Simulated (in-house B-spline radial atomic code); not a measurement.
# Tl³⁺: excited configurations in jj coupling

How much energy does it take to promote electrons of Tl³⁺ to other shells? Each configuration is solved by itself and compared with the reference.

Method: Dirac-Hartree-Fock, average of configuration, Fermi nucleus, basis-set limit. Code: in-house B-spline radial atomic code version 1.

## Step 1: Starting point

| Quantity | Value |
| --- | --- |
| element | thallium (Z = 81) |
| charge | +3 |
| electrons | 78 |
| configuration | 1s2 2s2 2p6 3s2 3p6 3d10 4s2 4p6 4d10 4f14 5s2 5p6 5d10 |
| Hamiltonian | Dirac-Coulomb |
| nucleus | Fermi, rms radius 5.476 fm |

Settings, as recorded:

```ini
Z = 81
electrons = 78.0
configuration = 1s2 2s2 2p6 3s2 3p6 3d10 4s2 4p6 4d10 4f14 5s2 5p6 5d10
hamiltonian = dirac
method = hf
spin_polarised = False
nucleus = fermi
rms_radius = 5.4759
mass_number = 205
atomic_mass = 204.974427318
speed_of_light = 137.035999084
```

This reference run was done before. Its total energy is -20272.948501 hartree, and its levels are (the highest eight at most):

```
orbital  occupation  energy (eV)  <r> (bohr)
  4d5/2           6      -438.54      0.4432
  5s1/2           2      -181.70      0.8910
  4f5/2           6      -170.33      0.4623
  4f7/2           8      -165.54      0.4686
  5p1/2           2      -137.53      0.9538
  5p3/2           4      -116.64       1.040
  5d3/2           4      -53.077       1.303
  5d5/2           6      -50.624       1.349
```

## Step 2: 1s2 2s2 2p6 3s2 3p6 3d10 4s2 4p6 4d-4 4d+5 4f14 5s2 5p6 5d10 7f-1

In configurations, a minus sign after the shell means j = l − 1/2 and a plus sign j = l + 1/2; the count of electrons follows.

Settings, as recorded:

```ini
Z = 81
electrons = 78.0
configuration = 1s2 2s2 2p6 3s2 3p6 3d10 4s2 4p6 4d-4 4d+5 4f14 5s2 5p6 5d10 7f-1
hamiltonian = dirac
method = hf
spin_polarised = False
nucleus = fermi
rms_radius = 5.4759
mass_number = 205
atomic_mass = 204.974427318
speed_of_light = 137.035999084
```

## Step 3: 1s2 2s2 2p6 3s2 3p6 3d10 4s2 4p6 4d10 4f14 5s2 5p-2 5p+3 5d10 7p-1

Settings, as recorded:

```ini
Z = 81
electrons = 78.0
configuration = 1s2 2s2 2p6 3s2 3p6 3d10 4s2 4p6 4d10 4f14 5s2 5p-2 5p+3 5d10 7p-1
hamiltonian = dirac
method = hf
spin_polarised = False
nucleus = fermi
rms_radius = 5.4759
mass_number = 205
atomic_mass = 204.974427318
speed_of_light = 137.035999084
```

## Step 4: 1s2 2s2 2p6 3s2 3p6 3d10 4s2 4p6 4d10 4f14 5s2 5p6 5d-4 5d+5 6p+1

Settings, as recorded:

```ini
Z = 81
electrons = 78.0
configuration = 1s2 2s2 2p6 3s2 3p6 3d10 4s2 4p6 4d10 4f14 5s2 5p6 5d-4 5d+5 6p+1
hamiltonian = dirac
method = hf
spin_polarised = False
nucleus = fermi
rms_radius = 5.4759
mass_number = 205
atomic_mass = 204.974427318
speed_of_light = 137.035999084
```

## Step 5: Configuration 1s2 2s2 2p6 3s2 3p6 3d10 4s2 4p6 4d-4 4d+5 4f14 5s2 5p6 5d10 8p-1

Settings, as recorded:

```ini
Z = 81
electrons = 78.0
configuration = 1s2 2s2 2p6 3s2 3p6 3d10 4s2 4p6 4d-4 4d+5 4f14 5s2 5p6 5d10 8p-1
hamiltonian = dirac
method = hf
spin_polarised = False
nucleus = fermi
rms_radius = 5.4759
mass_number = 205
atomic_mass = 204.974427318
speed_of_light = 137.035999084
```

## Step 6: 1s2 2s2 2p6 3s2 3p6 3d10 4s2 4p6 4d10 4f14 5s2 5p-1 5p+4 5d10 8s1

Settings, as recorded:

```ini
Z = 81
electrons = 78.0
configuration = 1s2 2s2 2p6 3s2 3p6 3d10 4s2 4p6 4d10 4f14 5s2 5p-1 5p+4 5d10 8s1
hamiltonian = dirac
method = hf
spin_polarised = False
nucleus = fermi
rms_radius = 5.4759
mass_number = 205
atomic_mass = 204.974427318
speed_of_light = 137.035999084
```

Before running: How far above the reference does each configuration lie (order and size, in eV)?

The runs gave:

| net move | configuration | energy above the reference (eV) | with Breit, QED, recoil (eV) | largest <r> (bohr) |
| --- | --- | --- | --- | --- |
| 5d5/2 → 6p3/2 | 1s2 2s2 2p6 3s2 3p6 3d10 4s2 4p6 4d10 4f14 5s2 5p6 5d-4 5d+5 6p+1 | 20.784 | 20.830 | 2.77 |
| 5p3/2 → 7p1/2 | 1s2 2s2 2p6 3s2 3p6 3d10 4s2 4p6 4d10 4f14 5s2 5p-2 5p+3 5d10 7p-1 | 98.544 | 98.404 | 5.07 |
| 5p1/2 → 8s | 1s2 2s2 2p6 3s2 3p6 3d10 4s2 4p6 4d10 4f14 5s2 5p-1 5p+4 5d10 8s1 | 123.56 | 123.18 | 7.46 |
| 4d5/2 → 8p1/2 | 1s2 2s2 2p6 3s2 3p6 3d10 4s2 4p6 4d-4 4d+5 4f14 5s2 5p6 5d10 8p-1 | 417.52 | 417.29 | 8.26 |
| 4d5/2 → 7f5/2 | 1s2 2s2 2p6 3s2 3p6 3d10 4s2 4p6 4d-4 4d+5 4f14 5s2 5p6 5d10 7f-1 | 420.73 | 420.49 | 10.9 |

At the bottom stands 5d5/2 → 6p3/2 (20.784 eV), at the top 4d5/2 → 7f5/2 (420.73 eV). Koopmans' estimate of the ionisation threshold is 50.624 eV; 4 configurations exceed it by over 2 % and could autoionise. These are averages over configurations, without correlation, not spectroscopic levels.
